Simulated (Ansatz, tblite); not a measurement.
# In14As14 wurtzite off sphere (In14As14H34): charged states by level of theory

What does removing or adding an electron cost or gain for In14As14 wurtzite off sphere (In14As14H34)? Each charged state is run at several levels.

Computed with Ansatz 0.2.0, Gaussian basis. Level: as each input shows.

Levels to be run: charge +1 doublet, at the geometry of the singlet (PBE0-D4/def2-SVP, PBE-D4/def2-SVP, r2SCANh-D4/def2-SVP); charge -1 doublet, at the geometry of the singlet (PBE0-D4/def2-SVP, PBE-D4/def2-SVP, r2SCANh-D4/def2-SVP); the starting singlet's energies come from earlier runs.

1 further run of the same task is left out (set aside as unsound or not needed).

### Step 1. The geometry

The singlet was relaxed beforehand with PBE-D4/def2-SVP.

62 atoms, charge 0, spin multiplicity 1.

Atoms are counted from 1 here; the program's logs count them from 0.

Bond lengths: As1–In2 2.768 Å, As1–In5 2.687 Å, As1–H29 1.529 Å, As1–H30 1.528 Å, In2–As4 2.690 Å, In2–H31 1.736 Å, In2–H32 1.746 Å, In3–As4 2.727 Å, In3–As8 2.736 Å, In3–H33 1.746 Å, In3–H34 1.736 Å, As4–In10 2.642 Å, As4–H35 1.530 Å, In5–As6 2.728 Å, In5–As9 2.635 Å, In5–H36 1.737 Å, As6–In11 2.704 Å, As6–H37 1.527 Å and more. Angles: In2–As1–In5 122.2°, In2–As1–H29 114.4°, In2–As1–H30 108.4°, In5–As1–H29 106.6°, In5–As1–H30 105.1°, H29–As1–H30 96.7°, As1–In2–As4 88.0°, As1–In2–H31 107.1°, As1–In2–H32 102.2°, As4–In2–H31 112.4°, As4–In2–H32 110.8°, H31–In2–H32 127.8°, As4–In3–As8 96.6°, As4–In3–H33 104.7°, As4–In3–H34 108.7°, As8–In3–H33 104.8°, As8–In3–H34 108.4°, H33–In3–H34 128.9° and more.

In takes a core potential in the def2 sets. No spin-orbit coupling is included.

### Step 2. Charge +1 doublet at the fixed geometry, PBE0-D4/def2-SVP

File in.yaml:

```yaml
crystal:
  periodic: [false, false, false]
  atoms:
    - {symbol: As, position_ang: [-1.755170, -5.213378, -0.569232]}
    - {symbol: In, position_ang: [-3.932759, -4.148073, 0.766135]}
    - {symbol: In, position_ang: [-3.878031, -2.159152, -3.414392]}
    - {symbol: As, position_ang: [-3.629022, -1.919450, -0.709174]}
    - {symbol: In, position_ang: [0.756006, -4.374237, -0.111175]}
    - {symbol: As, position_ang: [0.540690, -4.237467, 2.604590]}
    - {symbol: In, position_ang: [0.533135, -2.038362, -3.411501]}
    - {symbol: As, position_ang: [-1.656225, -0.701347, -4.065566]}
    - {symbol: As, position_ang: [0.700753, -1.821270, -0.762580]}
    - {symbol: In, position_ang: [-1.490257, -0.597856, 0.103989]}
    - {symbol: In, position_ang: [0.636879, -1.882796, 3.929746]}
    - {symbol: As, position_ang: [-1.396499, -0.585399, 2.801174]}
    - {symbol: In, position_ang: [-1.765937, 1.853263, -3.335836]}
    - {symbol: As, position_ang: [-1.543233, 1.909720, -0.694440]}
    - {symbol: In, position_ang: [-3.937123, 2.988910, -0.100444]}
    - {symbol: In, position_ang: [-1.574442, 1.824775, 3.952802]}
    - {symbol: As, position_ang: [-3.636137, 2.947618, 2.654428]}
    - {symbol: As, position_ang: [2.647510, -0.476500, -4.115451]}
    - {symbol: In, position_ang: [2.944878, -0.629584, 0.074372]}
    - {symbol: As, position_ang: [2.646820, -0.569077, 2.774850]}
    - {symbol: In, position_ang: [3.048927, 2.056051, -3.225293]}
    - {symbol: As, position_ang: [0.632688, 2.918307, -4.088957]}
    - {symbol: As, position_ang: [2.820652, 1.932065, -0.604455]}
    - {symbol: In, position_ang: [0.611843, 3.252006, 0.101330]}
    - {symbol: In, position_ang: [2.701696, 1.824644, 3.974082]}
    - {symbol: As, position_ang: [0.570372, 2.924420, 2.799813]}
    - {symbol: In, position_ang: [5.093723, 3.238667, 0.032369]}
    - {symbol: As, position_ang: [4.774491, 3.039674, 2.775626]}
    - {symbol: H, position_ang: [-1.709888, -6.741328, -0.586631]}
    - {symbol: H, position_ang: [-1.971127, -5.025586, -2.069842]}
    - {symbol: H, position_ang: [-5.325206, -5.070675, 0.292163]}
    - {symbol: H, position_ang: [-3.301362, -3.916701, 2.377312]}
    - {symbol: H, position_ang: [-3.440257, -3.814506, -3.754381]}
    - {symbol: H, position_ang: [-5.282950, -1.275512, -3.924489]}
    - {symbol: H, position_ang: [-4.720154, -0.947789, -0.255411]}
    - {symbol: H, position_ang: [2.065505, -5.410133, -0.591287]}
    - {symbol: H, position_ang: [-0.778649, -4.892312, 3.008416]}
    - {symbol: H, position_ang: [1.462215, -5.245547, 3.291039]}
    - {symbol: H, position_ang: [0.719223, -3.644733, -4.067222]}
    - {symbol: H, position_ang: [-1.615356, -0.666512, -5.597035]}
    - {symbol: H, position_ang: [0.664380, -2.069638, 5.657996]}
    - {symbol: H, position_ang: [-2.631714, -1.363951, 3.255491]}
    - {symbol: H, position_ang: [-3.048268, 2.780397, -4.069014]}
    - {symbol: H, position_ang: [-5.162462, 1.783652, -0.378544]}
    - {symbol: H, position_ang: [-3.945119, 4.679254, -0.502776]}
    - {symbol: H, position_ang: [-1.643603, 1.851710, 5.691437]}
    - {symbol: H, position_ang: [-4.882661, 2.405192, 3.354953]}
    - {symbol: H, position_ang: [-3.730634, 4.354438, 3.245559]}
    - {symbol: H, position_ang: [2.844488, -0.498829, -5.632252]}
    - {symbol: H, position_ang: [3.908172, -1.269547, -3.774418]}
    - {symbol: H, position_ang: [4.398947, -1.486991, -0.375994]}
    - {symbol: H, position_ang: [3.885112, -1.269554, 3.341394]}
    - {symbol: H, position_ang: [4.390345, 2.831782, -4.020409]}
    - {symbol: H, position_ang: [0.693987, 3.099217, -5.606817]}
    - {symbol: H, position_ang: [0.573958, 4.406754, -3.748944]}
    - {symbol: H, position_ang: [0.637002, 4.943438, -0.333237]}
    - {symbol: H, position_ang: [2.725380, 1.810189, 5.714873]}
    - {symbol: H, position_ang: [0.567925, 4.343013, 3.376799]}
    - {symbol: H, position_ang: [6.455520, 2.210294, -0.305944]}
    - {symbol: H, position_ang: [4.891912, 4.934837, -0.294324]}
    - {symbol: H, position_ang: [6.014836, 2.447373, 3.445275]}
    - {symbol: H, position_ang: [4.872077, 4.405928, 3.454659]}
basis:
  gaussian: {orbitals: def2-SVP, fitting: {mean_field: def2-universal-jkfit}}
total_charge: 1
magnetization: {spin_polarized: true, initial_magnetization: 1}
hamiltonian: {xc: pbe0, dispersion: d4}
scf: {omitted_lower_state_checks: [starts]}
output: {orbitals: {seedname: orbitals}}
```

Command:

```console
$ ansatz run in.yaml --threads 10 --pin off --events-out ev --progress --plain --max-ram 110592MiB --backend cuda --devices 0, --max-vram 75GiB
```

Log:

```text
Functional definition: PBE0
  name "PBE0"
  cite "Adamo & Barone, J. Chem. Phys. 110, 6158 (1999) doi:10.1063/1.478522"
  cite "Perdew, Burke & Ernzerhof, Phys. Rev. Lett. 77, 3865 (1996) doi:10.1103/PhysRevLett.77.3865"
  parent pbe
  parameter a = 0.25
  parameter kappa = 0.804
  parameter beta = 0.06672455060314922
  exchange = (1 - a)*pbe_x(kappa = kappa, mu = beta*pi^2/3) + a*exact_x
  correlation = pbe_c(beta = beta)
these checks for a lower state are left out or cut short: starts
7388 factors; integrals over basis functions are off by at most 3.5e-1 eV
mean field evaluation 1: about -924562.4754 eV, gradient 3.3e1 eV
mean field evaluation 2: about -924559.7279 eV, gradient 3.7e1 eV
mean field evaluation 4: about -924568.3339 eV, gradient 8.5e0 eV
mean field evaluation 8: about -924569.0335 eV, gradient 1.0e0 eV
mean field evaluation 16: about -924569.1038 eV, gradient 1.0e-1 eV
mean field evaluation 32: about -924569.1086 eV, gradient 6.0e-4 eV
mean field -924569.10857024 eV, -33977.2880445058 hartree, gradient 8.2e-6 eV, S^2 0.754511; 0 other end points of the search recorded, 0 dependent functions left out
reference -924569.10869262 eV, -33977.2880490034 hartree; 395, 394 occupied and 587, 588 virtual orbitals, 7388 factors
Total energy: -924573.95353846 eV, -33977.4660938039 hartree
Checks for a lower state left out: starts
```

Wall time 42 s (1 × H100 with 10 threads of AMD EPYC 7R13, shared host); peak host memory 2 GiB.

HOMO -9.00 eV, LUMO -8.05 eV (over both spins); ⟨S²⟩ 0.755 (pure: 0.75).

### Step 3. Charge +1 doublet at the fixed geometry, PBE-D4/def2-SVP

start.molden holds the orbitals of an earlier run on this state, given as this run's starting guess.

in.yaml: that of step 2 with these lines changed.

```diff
@@ -66,6 +66,6 @@
 basis:
-  gaussian: {orbitals: def2-SVP, fitting: {mean_field: def2-universal-jkfit}}
+  gaussian: {orbitals: def2-SVP, fitting: {mean_field: def2-universal-jkfit}, initial_orbitals: start.molden}
 total_charge: 1
 magnetization: {spin_polarized: true, initial_magnetization: 1}
-hamiltonian: {xc: pbe0, dispersion: d4}
+hamiltonian: {xc: pbe, dispersion: d4}
 scf: {omitted_lower_state_checks: [starts]}
```

Launched as before.

Log:

```text
Functional definition: PBE
  name "PBE"
  cite "Perdew, Burke & Ernzerhof, Phys. Rev. Lett. 77, 3865 (1996) doi:10.1103/PhysRevLett.77.3865"
  parent pbe
  parameter kappa = 0.804
  parameter beta = 0.06672455060314922
  exchange = pbe_x(kappa = kappa, mu = beta*pi^2/3)
  correlation = pbe_c(beta = beta)
these checks for a lower state are left out or cut short: starts
7388 factors; integrals over basis functions are off by at most 3.5e-1 eV
mean field evaluation 1: about -924541.4358 eV, gradient 1.5e1 eV
mean field evaluation 2: about -924542.5082 eV, gradient 1.1e0 eV
mean field evaluation 4: about -924542.5686 eV, gradient 1.0e-1 eV
mean field evaluation 8: about -924542.5693 eV, gradient 8.9e-5 eV
mean field evaluation 16: about -924542.5693 eV, gradient 2.0e-6 eV
mean field -924542.56925458 eV, -33976.3127426443 hartree, gradient 2.0e-6 eV, S^2 0.750924; 0 other end points of the search recorded, 0 dependent functions left out
reference -924542.56941925 eV, -33976.3127486958 hartree; 395, 394 occupied and 587, 588 virtual orbitals, 7388 factors
Total energy: -924547.78492856 eV, -33976.5044151277 hartree
Checks for a lower state left out: starts
```

Wall time 16 s (1 × H100 with 10 threads of AMD EPYC 7R13, shared host); peak host memory 1.9 GiB.

Report: HOMO -8.08 eV, LUMO -7.98 eV (over both spins); ⟨S²⟩ 0.751 (pure: 0.75).

### Step 4. Charge +1 doublet at the fixed geometry, r2SCANh-D4/def2-SVP

in.yaml: that of step 3 with these lines changed.

```diff
@@ -69,3 +69,3 @@
 magnetization: {spin_polarized: true, initial_magnetization: 1}
-hamiltonian: {xc: pbe, dispersion: d4}
+hamiltonian: {xc: {name: r2SCANh}, dispersion: d4}
 scf: {omitted_lower_state_checks: [starts]}
```

Launched as before.

Log, shortened:

```text
Functional definition: r2SCANh
  name "r2SCANh"
  cite "Bursch, Neugebauer, Ehlert & Grimme, J. Chem. Phys. 156, 134105 (2022) doi:10.1063/5.0086040"
  cite "Furness, Kaplan, Ning, Perdew & Sun, J. Phys. Chem. Lett. 11, 8208 (2020) doi:10.1021/acs.jpclett.0c02405"
  cite "Furness, Kaplan, Ning, Perdew & Sun, J. Phys. Chem. Lett. 11, 9248 (2020) doi:10.1021/acs.jpclett.0c03077"
  parent r2scan
[...]
7388 factors; integrals over basis functions are off by at most 3.5e-1 eV
[...]
mean field -924691.85747425 eV, -33981.7989835260 hartree, gradient 8.3e-6 eV, S^2 0.753827; 0 other end points of the search recorded, 0 dependent functions left out
reference -924691.85753417 eV, -33981.7989857280 hartree; 395, 394 occupied and 587, 588 virtual orbitals, 7388 factors
Total energy: -924693.57112123 eV, -33981.8619588910 hartree
Checks for a lower state left out: starts
```

It took 48 s on 1 × H100 with 10 threads of AMD EPYC 7R13, shared host; peak host memory 2.5 GiB.

HOMO -8.65 eV, LUMO -8.18 eV (over both spins); ⟨S²⟩ 0.754 (pure: 0.75).

### Step 5. Vertical ionisation energy

Charged state less starting state, singlet to doublet; the starting state's energies are those of its earlier runs.

```csv
level,vertical ionisation energy (eV),time
PBE-D4/def2-SVP,+6.83,23 s
r2SCANh-D4/def2-SVP,+7.14,71 s
PBE0-D4/def2-SVP,+7.29,56 s
```

Times add the two runs; a level without a time comes out of a correlated run.

Beside −ε(HOMO) of the starting state:

```csv
level,−ε(HOMO) (eV),by difference (eV),mismatch (eV)
PBE-D4/def2-SVP,5.52,6.83,-1.31
r2SCANh-D4/def2-SVP,6.05,7.14,-1.09
PBE0-D4/def2-SVP,6.40,7.29,-0.89
```

### Step 6. Charge -1 doublet at the fixed geometry, PBE0-D4/def2-SVP

in.yaml: that of step 4 with these lines changed.

```diff
@@ -66,6 +66,6 @@
 basis:
-  gaussian: {orbitals: def2-SVP, fitting: {mean_field: def2-universal-jkfit}, initial_orbitals: start.molden}
-total_charge: 1
+  gaussian: {orbitals: def2-SVP, fitting: {mean_field: def2-universal-jkfit}}
+total_charge: -1
 magnetization: {spin_polarized: true, initial_magnetization: 1}
-hamiltonian: {xc: {name: r2SCANh}, dispersion: d4}
+hamiltonian: {xc: pbe0, dispersion: d4}
 scf: {omitted_lower_state_checks: [starts]}
```

Launched as before.

Log, shortened:

```text
Functional definition: PBE0
  name "PBE0"
  cite "Adamo & Barone, J. Chem. Phys. 110, 6158 (1999) doi:10.1063/1.478522"
  cite "Perdew, Burke & Ernzerhof, Phys. Rev. Lett. 77, 3865 (1996) doi:10.1103/PhysRevLett.77.3865"
  parent pbe
[...]
7388 factors; integrals over basis functions are off by at most 3.5e-1 eV
[...]
mean field -924577.42501929 eV, -33977.5936683713 hartree, gradient 8.6e-6 eV, S^2 0.752043; 0 other end points of the search recorded, 0 dependent functions left out
reference -924577.42514221 eV, -33977.5936728884 hartree; 396, 395 occupied and 586, 587 virtual orbitals, 7388 factors
Total energy: -924582.39768787 eV, -33977.7764105711 hartree
Checks for a lower state left out: starts
```

It took 39 s on 1 × H100 with 10 threads of AMD EPYC 7R13, shared host; peak host memory 2 GiB.

HOMO -0.30 eV, LUMO 0.54 eV (over both spins); ⟨S²⟩ 0.752 (pure: 0.75).

### Step 7. Charge -1 doublet at the fixed geometry, PBE-D4/def2-SVP

in.yaml: that of step 6 with these lines changed.

```diff
@@ -66,6 +66,6 @@
 basis:
-  gaussian: {orbitals: def2-SVP, fitting: {mean_field: def2-universal-jkfit}}
+  gaussian: {orbitals: def2-SVP, fitting: {mean_field: def2-universal-jkfit}, initial_orbitals: start.molden}
 total_charge: -1
 magnetization: {spin_polarized: true, initial_magnetization: 1}
-hamiltonian: {xc: pbe0, dispersion: d4}
+hamiltonian: {xc: pbe, dispersion: d4}
 scf: {omitted_lower_state_checks: [starts]}
```

Same command.

Log:

```text
Functional definition: PBE
  name "PBE"
  cite "Perdew, Burke & Ernzerhof, Phys. Rev. Lett. 77, 3865 (1996) doi:10.1103/PhysRevLett.77.3865"
  parent pbe
  parameter kappa = 0.804
  parameter beta = 0.06672455060314922
  exchange = pbe_x(kappa = kappa, mu = beta*pi^2/3)
  correlation = pbe_c(beta = beta)
these checks for a lower state are left out or cut short: starts
7388 factors; integrals over basis functions are off by at most 3.5e-1 eV
mean field evaluation 1: about -924549.5876 eV, gradient 1.5e1 eV
mean field evaluation 2: about -924550.6527 eV, gradient 1.0e0 eV
mean field evaluation 4: about -924550.7097 eV, gradient 7.8e-2 eV
mean field evaluation 8: about -924550.7101 eV, gradient 1.0e-3 eV
mean field evaluation 16: about -924550.7101 eV, gradient 2.6e-6 eV
mean field -924550.71014799 eV, -33976.6119149592 hartree, gradient 2.6e-6 eV, S^2 0.750496; 0 other end points of the search recorded, 0 dependent functions left out
reference -924550.71031178 eV, -33976.6119209782 hartree; 396, 395 occupied and 586, 587 virtual orbitals, 7388 factors
Total energy: -924556.06472405 eV, -33976.8086919997 hartree
Checks for a lower state left out: starts
```

Wall time 16 s (1 × H100 with 10 threads of AMD EPYC 7R13, shared host); peak host memory 1.9 GiB.

HOMO -0.21 eV, LUMO -0.16 eV (over both spins); ⟨S²⟩ 0.750 (pure: 0.75).

### Step 8. Charge -1 doublet at the fixed geometry, r2SCANh-D4/def2-SVP

in.yaml: that of step 7 with these lines changed.

```diff
@@ -69,3 +69,3 @@
 magnetization: {spin_polarized: true, initial_magnetization: 1}
-hamiltonian: {xc: pbe, dispersion: d4}
+hamiltonian: {xc: {name: r2SCANh}, dispersion: d4}
 scf: {omitted_lower_state_checks: [starts]}
```

The command is unchanged.

Log, shortened:

```text
Functional definition: r2SCANh
  name "r2SCANh"
  cite "Bursch, Neugebauer, Ehlert & Grimme, J. Chem. Phys. 156, 134105 (2022) doi:10.1063/5.0086040"
  cite "Furness, Kaplan, Ning, Perdew & Sun, J. Phys. Chem. Lett. 11, 8208 (2020) doi:10.1021/acs.jpclett.0c02405"
  cite "Furness, Kaplan, Ning, Perdew & Sun, J. Phys. Chem. Lett. 11, 9248 (2020) doi:10.1021/acs.jpclett.0c03077"
  parent r2scan
[...]
7388 factors; integrals over basis functions are off by at most 3.5e-1 eV
[...]
mean field -924700.12821407 eV, -33982.1029276082 hartree, gradient 6.8e-6 eV, S^2 0.752036; 0 other end points of the search recorded, 0 dependent functions left out
reference -924700.12827519 eV, -33982.1029298544 hartree; 396, 395 occupied and 586, 587 virtual orbitals, 7388 factors
Total energy: -924701.89622467 eV, -33982.1679007993 hartree
Checks for a lower state left out: starts
```

It took 51 s on 1 × H100 with 10 threads of AMD EPYC 7R13, shared host; peak host memory 2.5 GiB.

Report: HOMO -0.15 eV, LUMO 0.28 eV (over both spins); ⟨S²⟩ 0.752 (pure: 0.75).

### Step 9. Vertical electron affinity

Starting state less charged state (positive: the electron is bound), singlet to doublet; the starting state's energies are those of its earlier runs.

```csv
level,vertical electron affinity (eV),time
PBE-D4/def2-SVP,+1.45,23 s
r2SCANh-D4/def2-SVP,+1.18,74 s
PBE0-D4/def2-SVP,+1.16,53 s
```

Times add the two runs; a level without a time comes out of a correlated run.

Beside −ε(LUMO) of the starting state:

```csv
level,−ε(LUMO) (eV),by difference (eV),mismatch (eV)
PBE-D4/def2-SVP,2.57,1.45,+1.12
r2SCANh-D4/def2-SVP,2.16,1.18,+0.98
PBE0-D4/def2-SVP,1.89,1.16,+0.73
```

### Step 10. Summary of results

```
                                           quantity                               value
vertical ionisation energy, functionals in def2-SVP  6.83 (PBE-D4) to 7.29 eV (PBE0-D4)
vertical electron affinity, functionals in def2-SVP  1.16 (PBE0-D4) to 1.45 eV (PBE-D4)
```

What this shows: The vertical ionisation energy spans 6.83 to 7.29 eV over the functionals. −ε(HOMO) misses the level's own difference by -0.89 eV at best (PBE0-D4) and -1.31 eV at worst (PBE-D4). The vertical electron affinity spans 1.16 to 1.45 eV over the functionals. −ε(LUMO) misses the level's own difference by +0.73 eV at best (PBE0-D4) and +1.12 eV at worst (PBE-D4).
